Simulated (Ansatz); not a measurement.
# Cu2O: a point defect seen from the nuclei (Rb on a Cu site), part 2 of 2

How do the nuclei near a point defect see it? The defect is Rb on a Cu site in Cu2O (cell charge 0), first unrelaxed. The cell is a supercell built from an entry of the Crystallography Open Database (COD) (the entry's cell lengths or inner coordinates differ somewhat from later room-temperature determinations). Planned: a single point, then a relaxation.

Ansatz 0.2.0; DFT, PBE, plane-wave PAW, default files, scalar-relativistic. Earlier steps stand in the parts before.

## 3. Ions relaxed

The COD entry's cell or inner coordinates are ideal or old and differ from later refinements, so a difference from it is no clean test against experiment.

input.yaml

```yaml
crystal:
  lattice:
    - [8.52, 0.0, 0.0]
    - [0.0, 8.52, 0.0]
    - [0.0, 0.0, 8.52]
  atoms:
    - { symbol: Rb, position: [0.125, 0.125, 0.125] }
    - { symbol: Cu, position: [0.125, 0.125, 0.625] }
    - { symbol: Cu, position: [0.125, 0.625, 0.125] }
    - { symbol: Cu, position: [0.125, 0.625, 0.625] }
    - { symbol: Cu, position: [0.625, 0.125, 0.125] }
    - { symbol: Cu, position: [0.625, 0.125, 0.625] }
    - { symbol: Cu, position: [0.625, 0.625, 0.125] }
    - { symbol: Cu, position: [0.625, 0.625, 0.625] }
    - { symbol: Cu, position: [0.125, 0.375, 0.375] }
    - { symbol: Cu, position: [0.125, 0.375, 0.875] }
    - { symbol: Cu, position: [0.125, 0.875, 0.375] }
    - { symbol: Cu, position: [0.125, 0.875, 0.875] }
    - { symbol: Cu, position: [0.625, 0.375, 0.375] }
    - { symbol: Cu, position: [0.625, 0.375, 0.875] }
    - { symbol: Cu, position: [0.625, 0.875, 0.375] }
    - { symbol: Cu, position: [0.625, 0.875, 0.875] }
    - { symbol: Cu, position: [0.375, 0.375, 0.125] }
    - { symbol: Cu, position: [0.375, 0.375, 0.625] }
    - { symbol: Cu, position: [0.375, 0.875, 0.125] }
    - { symbol: Cu, position: [0.375, 0.875, 0.625] }
    - { symbol: Cu, position: [0.875, 0.375, 0.125] }
    - { symbol: Cu, position: [0.875, 0.375, 0.625] }
    - { symbol: Cu, position: [0.875, 0.875, 0.125] }
    - { symbol: Cu, position: [0.875, 0.875, 0.625] }
    - { symbol: Cu, position: [0.375, 0.125, 0.375] }
    - { symbol: Cu, position: [0.375, 0.125, 0.875] }
    - { symbol: Cu, position: [0.375, 0.625, 0.375] }
    - { symbol: Cu, position: [0.375, 0.625, 0.875] }
    - { symbol: Cu, position: [0.875, 0.125, 0.375] }
    - { symbol: Cu, position: [0.875, 0.125, 0.875] }
    - { symbol: Cu, position: [0.875, 0.625, 0.375] }
    - { symbol: Cu, position: [0.875, 0.625, 0.875] }
    - { symbol: O, position: [0.0, 0.0, 0.0] }
    - { symbol: O, position: [0.0, 0.0, 0.5] }
    - { symbol: O, position: [0.0, 0.5, 0.0] }
    - { symbol: O, position: [0.0, 0.5, 0.5] }
    - { symbol: O, position: [0.5, 0.0, 0.0] }
    - { symbol: O, position: [0.5, 0.0, 0.5] }
    - { symbol: O, position: [0.5, 0.5, 0.0] }
    - { symbol: O, position: [0.5, 0.5, 0.5] }
    - { symbol: O, position: [0.25, 0.25, 0.25] }
    - { symbol: O, position: [0.25, 0.25, 0.75] }
    - { symbol: O, position: [0.25, 0.75, 0.25] }
    - { symbol: O, position: [0.25, 0.75, 0.75] }
    - { symbol: O, position: [0.75, 0.25, 0.25] }
    - { symbol: O, position: [0.75, 0.25, 0.75] }
    - { symbol: O, position: [0.75, 0.75, 0.25] }
    - { symbol: O, position: [0.75, 0.75, 0.75] }
kpoints:
  mp_grid: { grid: [2, 2, 2] }
scf:
  occupations: { method: fermi_dirac, width: 0.01 }
hamiltonian:
  xc: pbe
  pseudopotentials: { kind: paw }
output:
  forces: true
  stress: true
  populations: true
  efg:
    quadrupole_moments_barn: { Rb: 0.1335, Cu: -0.22, O: -0.02558 }
    contact_densities: true
  write_density: true
  write_potential: true
  elf: true
  volumetric_format: npy
relax:
  f_tol: 0.03
  max_steps: 40
```

Run with:

```
$ ansatz run input.yaml --threads 4 --pin off --max-ram 8192MiB --backend cpu --events-out ev --progress --plain --runs-dir out
```

What it wrote:

```text
[... 1 line left out ...]
Warning: RAYON_NUM_THREADS=4 ignored (pool sized by the plan → 4); use --threads N
Rb: output.efg is read without spin–orbit coupling, which moves field gradients at and beside such atoms by some per cent and up to a factor of two; PAW files take it under magnetization.noncollinear and magnetization.spin_orbit
Engine: ansatz 0.2.0, aarch64-unknown-linux-gnu
Pseudopotentials: kind: paw
Pseudopotential: Rb, paw, valence charge 9, recommended cutoff 420 eV (normal), Rb.paw.azcp
Pseudopotential: Cu, paw, valence charge 19, recommended cutoff 420 eV (normal), Cu.paw.azcp
Pseudopotential: O, paw, valence charge 6, recommended cutoff 420 eV (normal), O.paw.azcp
Functional definition: PBE
  parameter kappa = 0.804
  parameter beta = 0.06672455060314922
  exchange = pbe_x(kappa = kappa, mu = beta*pi^2/3)
  correlation = pbe_c(beta = beta)
Crystal: 48 atoms, lattice volume = 618.470 Å³
Basis set: ecut = 420 eV, 12053 PW (Γ), exchange–correlation on 120×120×120 points (8 copies of the dense FFT grid, shifted against one another)
Bands: 417, of which v1, the nominal top of the filled ones, is band 347 counted from 1 (346 counted from 0)
Symmetry: 12 space group operations
Space group: R-3m (ITA 166), of the structure as read, at distance tolerance 8.5e-5 Å
k-points: 4 of 8
Non-local potential: Rb, projectors of the file, l = 0: 3, l = 1: 2, l = 2: 2
Non-local potential: Cu, projectors of the file, l = 0: 3, l = 1: 2, l = 2: 3, l = 3: 1
Non-local potential: O, projectors of the file, l = 0: 2, l = 1: 2, l = 2: 1
PAW form: soft (Blöchl's): semilocal exchange-correlation on the pseudo side does not see the compensation charge
PAW one-centre angular grid: Rb, 110 points (default); XC on 64 Gauss nodes
PAW one-centre angular grid: Cu, 590 points (default); XC on 64 Gauss nodes
PAW one-centre angular grid: O, 110 points (default); XC on 64 Gauss nodes
Initial density: superposition of atomic densities (neutral atoms: chi_scale 0, normalization atom), corrected by the library's trained network
Initial wavefunctions: pseudopotential atomic-orbital guess
Functional: x = pbe(κ = 0.804, μ = 0.2195149727645171), c = pbe(β = 0.06672455060314922)
SCF iter   1: F=—  HF=-217699.622560 eV  |F-HF|=—  |Δ(HF+E_count)|=         —  Δρ=8.32e-3  dr2=6.16e-1  ethr=1.77e-3  ⟨swp⟩=6.0  Hψ=6365  notcnv=0  defer=9
preconditioner: auto → Resta (q_TF=auto, 2.781 Å⁻¹)  ε∞=10.8  [insulator: Δε(μ)=0.275 eV  Ē_g=10.074 eV  σ=0.010 eV  W_gap=1.00  n_scr=250 (ndim 8)  ℏωp=31.5 eV  f_vac=0.019  D(μ)=0.00/eV (n_scr^D=0)  ε∞_Penn≈10.8]
SCF iter   2: F=—  HF=-217699.561221 eV  |F-HF|=—  |Δ(HF+E_count)|=   6.13e-2  Δρ=6.21e-3  dr2=1.36e-1  ethr=8.87e-5  ⟨swp⟩=2.0  Hψ=2831  notcnv=0  defer=257
preconditioner: auto → LDOS  [insulator: Δε(μ)=0.051 eV  Ē_g=10.081 eV  σ=0.010 eV  W_gap=0.84  n_scr=250 (ndim 8)  ℏωp=31.5 eV  f_vac=0.018  D(μ)=5.73/eV (n_scr^D=26)  ε∞_Penn≈10.8  β→1.0]
SCF iter   3: F=—  HF=-217699.528230 eV  |F-HF|=—  |Δ(HF+E_count)|=   3.30e-2  Δρ=2.96e-3  dr2=6.16e-2  ethr=1.96e-5  ⟨swp⟩=2.8  Hψ=2831  notcnv=0  defer=257
SCF iter   4: F=—  HF=-217699.522555 eV  |F-HF|=—  |Δ(HF+E_count)|=   5.67e-3  Δρ=2.05e-3  dr2=1.64e-2  ethr=8.87e-6  ⟨swp⟩=2.0  Hψ=2322  notcnv=0  defer=257
SCF iter   5: F=—  HF=-217699.519396 eV  |F-HF|=—  |Δ(HF+E_count)|=   3.16e-3  Δρ=1.45e-3  dr2=8.75e-3  ethr=2.36e-6  ⟨swp⟩=2.0  Hψ=2236  notcnv=0  defer=257
SCF iter   6: F=—  HF=-217699.518768 eV  |F-HF|=—  |Δ(HF+E_count)|=   6.28e-4  Δρ=7.12e-4  dr2=2.85e-3  ethr=1.26e-6  ⟨swp⟩=2.0  Hψ=2320  notcnv=0  defer=257
SCF iter   7: F=—  HF=-217699.518444 eV  |F-HF|=—  |Δ(HF+E_count)|=   3.23e-4  Δρ=4.20e-4  dr2=1.54e-3  ethr=4.11e-7  ⟨swp⟩=2.0  Hψ=2258  notcnv=0  defer=257
SCF iter   8: F=—  HF=-217699.518336 eV  |F-HF|=—  |Δ(HF+E_count)|=   1.09e-4  Δρ=4.94e-4  dr2=1.12e-3  ethr=2.22e-7  ⟨swp⟩=2.2  Hψ=2744  notcnv=0  defer=257
SCF iter   9: F=—  HF=-217699.518181 eV  |F-HF|=—  |Δ(HF+E_count)|=   1.55e-4  Δρ=2.58e-4  dr2=3.30e-4  ethr=1.61e-7  ⟨swp⟩=2.0  Hψ=2236  notcnv=0  defer=257
[... 82 lines left out ...]
  atom  24  Cu V_zz =    -5.410482   η = 0.3538   by run symmetry: allowed   C_q = +28.7815 MHz
            electrostatic potential = -3756.956136 V   contact ρ = 147556.441576 e/Å³
  atom  25  Cu V_zz =    -6.732651   η = 0.1589   by run symmetry: allowed   C_q = +35.8148 MHz
            electrostatic potential = -3756.947771 V   contact ρ = 147561.888996 e/Å³
  atom  26  Cu V_zz =    -5.465853   η = 0.1016   by run symmetry: allowed   C_q = +29.0760 MHz
            electrostatic potential = -3756.889338 V   contact ρ = 147557.228307 e/Å³
  atom  27  Cu V_zz =    -5.410482   η = 0.3538   by run symmetry: allowed   C_q = +28.7815 MHz
            electrostatic potential = -3756.956136 V   contact ρ = 147556.441576 e/Å³
  atom  28  Cu V_zz =    -6.163592   η = 0.0475   by run symmetry: allowed   C_q = +32.7877 MHz
            electrostatic potential = -3756.849120 V   contact ρ = 147558.850829 e/Å³
  atom  29  Cu V_zz =    -5.465853   η = 0.1016   by run symmetry: allowed   C_q = +29.0760 MHz
            electrostatic potential = -3756.889338 V   contact ρ = 147557.228307 e/Å³
  atom  30  Cu V_zz =    -6.732651   η = 0.1589   by run symmetry: allowed   C_q = +35.8148 MHz
            electrostatic potential = -3756.947771 V   contact ρ = 147561.888996 e/Å³
  atom  31  Cu V_zz =    -6.163592   η = 0.0475   by run symmetry: allowed   C_q = +32.7877 MHz
            electrostatic potential = -3756.849120 V   contact ρ = 147558.850829 e/Å³
  atom  32  Cu V_zz =    -5.410482   η = 0.3538   by run symmetry: allowed   C_q = +28.7815 MHz
            electrostatic potential = -3756.956136 V   contact ρ = 147556.441576 e/Å³
  atom  33  O  V_zz =    -8.363643   η = 0.0000   by run symmetry: allowed   C_q = +5.1731 MHz
            electrostatic potential = -624.559645 V   contact ρ = 2156.164822 e/Å³
  atom  34  O  V_zz =    -2.307063   η = 0.4003   by run symmetry: allowed   C_q = +1.4270 MHz
            electrostatic potential = -623.469182 V   contact ρ = 2155.855301 e/Å³
  atom  35  O  V_zz =    -2.307063   η = 0.4003   by run symmetry: allowed   C_q = +1.4270 MHz
            electrostatic potential = -623.469182 V   contact ρ = 2155.855301 e/Å³
  atom  36  O  V_zz =    -1.437815   η = 0.5080   by run symmetry: allowed   C_q = +0.8893 MHz
            electrostatic potential = -623.437220 V   contact ρ = 2155.680957 e/Å³
  atom  37  O  V_zz =    -2.307063   η = 0.4003   by run symmetry: allowed   C_q = +1.4270 MHz
            electrostatic potential = -623.469182 V   contact ρ = 2155.855301 e/Å³
  atom  38  O  V_zz =    -1.437815   η = 0.5080   by run symmetry: allowed   C_q = +0.8893 MHz
            electrostatic potential = -623.437220 V   contact ρ = 2155.680957 e/Å³
  atom  39  O  V_zz =    -1.437815   η = 0.5080   by run symmetry: allowed   C_q = +0.8893 MHz
            electrostatic potential = -623.437220 V   contact ρ = 2155.680957 e/Å³
  atom  40  O  V_zz =    -1.253498   η = 0.0000   by run symmetry: allowed   C_q = +0.7753 MHz
            electrostatic potential = -623.691542 V   contact ρ = 2156.043732 e/Å³
  atom  41  O  V_zz =    -8.363643   η = 0.0000   by run symmetry: allowed   C_q = +5.1731 MHz
            electrostatic potential = -624.559645 V   contact ρ = 2156.164822 e/Å³
  atom  42  O  V_zz =    -2.307063   η = 0.4003   by run symmetry: allowed   C_q = +1.4270 MHz
            electrostatic potential = -623.469182 V   contact ρ = 2155.855301 e/Å³
  atom  43  O  V_zz =    -2.307063   η = 0.4003   by run symmetry: allowed   C_q = +1.4270 MHz
            electrostatic potential = -623.469182 V   contact ρ = 2155.855301 e/Å³
  atom  44  O  V_zz =    -1.437815   η = 0.5080   by run symmetry: allowed   C_q = +0.8893 MHz
            electrostatic potential = -623.437220 V   contact ρ = 2155.680957 e/Å³
  atom  45  O  V_zz =    -2.307063   η = 0.4003   by run symmetry: allowed   C_q = +1.4270 MHz
            electrostatic potential = -623.469182 V   contact ρ = 2155.855301 e/Å³
  atom  46  O  V_zz =    -1.437815   η = 0.5080   by run symmetry: allowed   C_q = +0.8893 MHz
            electrostatic potential = -623.437220 V   contact ρ = 2155.680957 e/Å³
  atom  47  O  V_zz =    -1.437815   η = 0.5080   by run symmetry: allowed   C_q = +0.8893 MHz
            electrostatic potential = -623.437220 V   contact ρ = 2155.680957 e/Å³
  atom  48  O  V_zz =    -1.253498   η = 0.0000   by run symmetry: allowed   C_q = +0.7753 MHz
            electrostatic potential = -623.691542 V   contact ρ = 2156.043732 e/Å³
--- Band table (eV) ---
[... 4 lines left out ...]
--- Relaxed structure (6 steps of the walk, 6 accepted, 0 SCFs on fresh bases) ---
  F+E_penalty+E_count = -217705.70751515 eV   max|allowed force component| = 7.613e-3 eV/Å
  atoms:
[... 48 lines left out ...]
--- Löwdin populations: 48 sites ---
  site symbol       q [e]
[... 48 lines left out ...]
  spilling = 0.004282 (of n_electrons = 694.000000)
```

Wall time 4.3 min (4 threads of Arm Neoverse V1, shared host); peak memory 5 GiB.

Relaxation path:

| step | energy change (eV) | largest force component (eV/Å) |
| --- | --- | --- |
| 1 | 0.0000 | 5.854 |
| 2 | -3.6030 | 3.364 |
| 3 | -5.2989 | 1.213 |
| 4 | -6.1025 | 0.117 |
| 5 | -6.1873 | 0.037 |
| 6 | -6.1894 | 0.008 |

Atom 33 and its like (O) moved farthest, 0.628 Å; the mean move was 0.125 Å.

State: gap on the mesh 0.62 eV, largest force 0.013 eV/Å, pressure 7.3 GPa.

Against step 2 (V_zz in 10²¹ V/m²):

| site | atoms | V_zz, PBE | V_zz, PBE relaxed | η, PBE | η, PBE relaxed |
| --- | --- | --- | --- | --- | --- |
| Rb | 1 | -13.13 | -19.58 | 0.00 | 0.00 |
| O33 | 33, 41 | -0.13 | -8.36 | 0.00 | 0.00 |
| Cu9 | 9, 12, 17, … | -6.24 | -6.73 | 0.03 | 0.16 |
| Cu10 | 10, 11, 19, … | -5.31 | -5.47 | 0.27 | 0.10 |
| O34 | 34, 35, 37, … | 0.37 | -2.31 | 0.86 | 0.40 |
| Cu2 | 2, 3, 5 | -5.74 | -5.41 | 0.05 | 0.27 |
| O36 | 36, 38, 39, … | -0.40 | -1.44 | 0.22 | 0.51 |
| Cu13 | 13, 16, 18, … | -5.71 | -5.41 | 0.14 | 0.35 |
| Cu14 | 14, 15, 20, … | -5.47 | -6.16 | 0.07 | 0.05 |
| O40 | 40, 48 | -0.33 | -1.25 | 0.00 | 0.00 |
| Cu4 | 4, 6, 7 | -5.50 | -5.37 | 0.11 | 0.26 |
| Cu8 | 8 | -5.57 | -6.32 | 0.00 | 0.00 |

Like atoms gathered into sites: 11 of 12, those nearest the defect, the farthest of each element and the two largest gradients.

| site | atoms | distance from the defect (Å) | V_zz (10²¹ V/m²) | η | C_Q (MHz) |
| --- | --- | --- | --- | --- | --- |
| Rb | 1 | 0.00 | -19.58 | 0.00 | -63.2 (⁸⁷Rb) |
| O33 | 33, 41 | 2.47 | -8.36 | 0.00 | 5.17 (¹⁷O) |
| Cu10 | 10, 11, 19, 21, … | 3.23 | -5.47 | 0.10 | 29.1 (⁶³Cu) |
| Cu9 | 9, 12, 17, 23, … | 3.33 | -6.73 | 0.16 | 35.8 (⁶³Cu) |
| O34 | 34, 35, 37, 42, … | 3.51 | -2.31 | 0.40 | 1.43 (¹⁷O) |
| Cu2 | 2, 3, 5 | 4.26 | -5.41 | 0.27 | 28.8 (⁶³Cu) |
| O36 | 36, 38, 39, 44, … | 4.70 | -1.44 | 0.51 | 0.889 (¹⁷O) |
| Cu13 | 13, 16, 18, 24, … | 5.19 | -5.41 | 0.35 | 28.8 (⁶³Cu) |
| Cu14 | 14, 15, 20, 22, … | 5.22 | -6.16 | 0.05 | 32.8 (⁶³Cu) |
| O40 | 40, 48 | 5.57 | -1.25 | 0.00 | 0.775 (¹⁷O) |
| Cu8 | 8 | 7.38 | -6.32 | 0.00 | 33.6 (⁶³Cu) |

Direction of the V_zz axis (Cartesian unit vector):

| site | atom | x | y | z |
| --- | --- | --- | --- | --- |
| Rb | 1 | 0.58 | 0.58 | 0.58 |
| Cu2 | 2 | 0.57 | 0.57 | 0.58 |
| Cu4 | 4 | 0.61 | 0.56 | 0.56 |
| Cu8 | 8 | 0.58 | 0.58 | 0.58 |
| Cu9 | 9 | 0.69 | -0.51 | -0.51 |
| Cu10 | 10 | 0.59 | -0.57 | -0.57 |
| Cu13 | 13 | -0.57 | 0.58 | 0.58 |
| Cu14 | 14 | -0.57 | 0.58 | 0.58 |
| O33 | 33 | 0.58 | 0.58 | 0.58 |
| O34 | 34 | -0.13 | -0.13 | 0.98 |

The sizes of the gradients above 0.15 moved by 13 % in the median, over a factor of two at the site that moves most (small gradients counted from 0.15; O33, -0.13 to -8.36), with a change of sign at O34.

Density in a lattice plane of the grid's cell (edges 8.52 and 8.52 Å, at 0.125 of the third edge), which holds Rb and Cu.

Values in e/Å³, 12 rows by 12 columns:
```
 0.10  0.04  0.04  0.11  2.04  6.42  0.33  0.08  0.07  0.31  3.89  0.92
 0.13  0.04  0.06  0.19  6.60 29.61  0.53  0.07  0.09  0.75 32.10  3.89
 0.11  0.21  0.26  0.30  0.34  0.54  0.18  0.23  0.27  0.35  0.75  0.31
 0.20  8.77  8.36  0.26  0.08  0.07  0.23  8.21  8.54  0.27  0.09  0.07
 0.24  8.22  8.10  0.22  0.07  0.08  0.27  7.75  8.21  0.23  0.07  0.08
 0.30  0.26  0.21  0.11  0.31  0.74  0.34  0.27  0.23  0.18  0.53  0.33
 0.20  0.07  0.05  0.12  3.89 30.75  0.74  0.08  0.07  0.54 29.61  6.42
 0.11  0.04  0.04  0.10  0.91  3.89  0.31  0.07  0.08  0.34  6.60  2.04
 0.09  0.37  0.37  0.11  0.10  0.12  0.11  0.22  0.26  0.30  0.19  0.11
 0.35  2.03  2.08  0.37  0.04  0.05  0.21  8.10  8.36  0.26  0.06  0.04
 0.35  2.03  2.03  0.37  0.04  0.07  0.26  8.22  8.77  0.21  0.04  0.04
 0.10  0.35  0.35  0.09  0.11  0.20  0.30  0.24  0.20  0.11  0.13  0.10
```
Columns run along the first of these edges and rows up along the second, over one cell in 12 and 12 even steps from the bottom left corner. Atoms in the plane (fractional): Rb at (0.12, 0.12), Cu at (0.12, 0.62), Cu at (0.62, 0.12), Cu at (0.62, 0.62), Cu at (0.39, 0.86), Cu at (0.86, 0.39).

ELF in the same plane.

Values, 12 rows by 12 columns:
```
0.12 0.02 0.02 0.14 0.24 0.31 0.12 0.07 0.07 0.18 0.27 0.19
0.16 0.05 0.08 0.15 0.31 0.68 0.18 0.08 0.08 0.15 0.70 0.27
0.14 0.16 0.13 0.33 0.12 0.18 0.17 0.16 0.13 0.22 0.15 0.18
0.16 0.36 0.35 0.13 0.07 0.08 0.16 0.35 0.35 0.13 0.08 0.07
0.12 0.35 0.35 0.16 0.07 0.08 0.13 0.35 0.35 0.16 0.08 0.07
0.34 0.13 0.16 0.14 0.18 0.15 0.21 0.13 0.16 0.17 0.18 0.12
0.14 0.08 0.05 0.15 0.27 0.71 0.15 0.08 0.08 0.18 0.68 0.31
0.14 0.02 0.02 0.12 0.19 0.27 0.18 0.07 0.07 0.12 0.31 0.24
0.08 0.67 0.61 0.07 0.12 0.15 0.14 0.16 0.13 0.33 0.15 0.14
0.70 0.70 0.73 0.61 0.02 0.05 0.16 0.35 0.35 0.13 0.08 0.02
0.63 0.72 0.70 0.67 0.02 0.08 0.13 0.35 0.36 0.16 0.05 0.02
0.06 0.63 0.70 0.08 0.14 0.14 0.34 0.12 0.16 0.14 0.16 0.12
```
Columns run along the first of these edges and rows up along the second, over one cell in 12 and 12 even steps from the bottom left corner. Atoms in the plane (fractional): Rb at (0.12, 0.12), Cu at (0.12, 0.62), Cu at (0.62, 0.12), Cu at (0.62, 0.62), Cu at (0.39, 0.86), Cu at (0.86, 0.39).

Both are smooth fields of the valence electrons: close to the nuclei they are not physical.

The highest ELF values outside the cores: 0.86 in the shell around O, 0.5 Å from O; 0.82 on the O–Cu line, 0.7 Å from O.

## 4. From gradients to spectra (values of step 3)

⁸⁷Rb (I = 3/2, Q = 133.5 mb) at 28.2 T, Larmor frequency 394.3 MHz. Second-order quadrupolar shifts of the central transition; chemical shifts are not computed, so all sites share one zero.

| site | count | C_Q (MHz) | η | ν_Q (MHz) | δ_QIS (ppm) |
| --- | --- | --- | --- | --- | --- |
| Rb | 1 | -63.2 | 0.00 | 31.6 | -642.5 |

⁸⁷Rb central transition, static powder:

kHz, intensity and a bar:
```
   -895.3         24 ###
   -786.0        100 ##############################
   -676.7         52 #############
   -567.3         42 #########
   -458.0         37 #######
   -348.7         34 ######
   -239.4         33 ######
   -130.1         32 #####
    -20.7         30 #####
     88.6         26 ###
    197.9         30 #####
    307.2         37 #######
    416.5         71 ###################
    525.9         17
```

## 5. Summary of results

What follows sums up all 2 parts.

| quantity | value |
| --- | --- |
| state (step 3) | gap on the mesh 0.62 eV, largest force 0.013 eV/Å, pressure 7.3 GPa |
| V_zz by site, step 3 (10²¹ V/m²) | Rb -19.58, O33 -8.36, Cu10 -5.47, Cu9 -6.73, O34 -2.31, Cu2 -5.41, O36 -1.44, Cu13 -5.41, … |
| largest C_Q in size, step 3 | 63.2 MHz, ⁸⁷Rb at Rb |
| step 3 (ions relaxed) against step 2 | 13 % in the median, over a factor of two at the site that moves most (small gradients counted from 0.15; O33, -0.13 to -8.36), with a change of sign at O34 |

**Reading.** Site Rb (2 O at 2.47 Å, angle 180°) carries the largest gradient. The runs allow no spin. The relaxation kept the symmetry R-3m, so a distorted place of lower energy may have been missed. Moves of at most 0.63 Å on relaxation changed gradients by over a factor of two in size at the worst site (13 % in the median) (gradients over 0.15 counted), so at some sites the starting positions were a poor guide. At 28.2 T the ⁸⁷Rb line of the largest coupling listed spans about 1300 kHz, too broad for magic-angle spinning to narrow; it calls for wide-line methods. The defect repeats with the cell of 48 atoms, so it feels its images: sites between two images don't show the values beside a lone defect, and zeros or small values of η there can come from the images' arrangement. Cu carries a gradient in the pure host already, so the values there aren't the defect's effect alone. The relaxation keeps the site symmetry -3m of the start, so the impurity can't leave its site, and an angle of 180° at it is imposed, not found; a start off the site could end lower. Semilocal functionals underestimate gradients at Cu(I), in Cu₂O by a fifth to nearly a half. The cell keeps the host's lattice, where the PBE pressure is 7 GPa. The program warns that gradients near heavy atoms lack spin–orbit coupling.
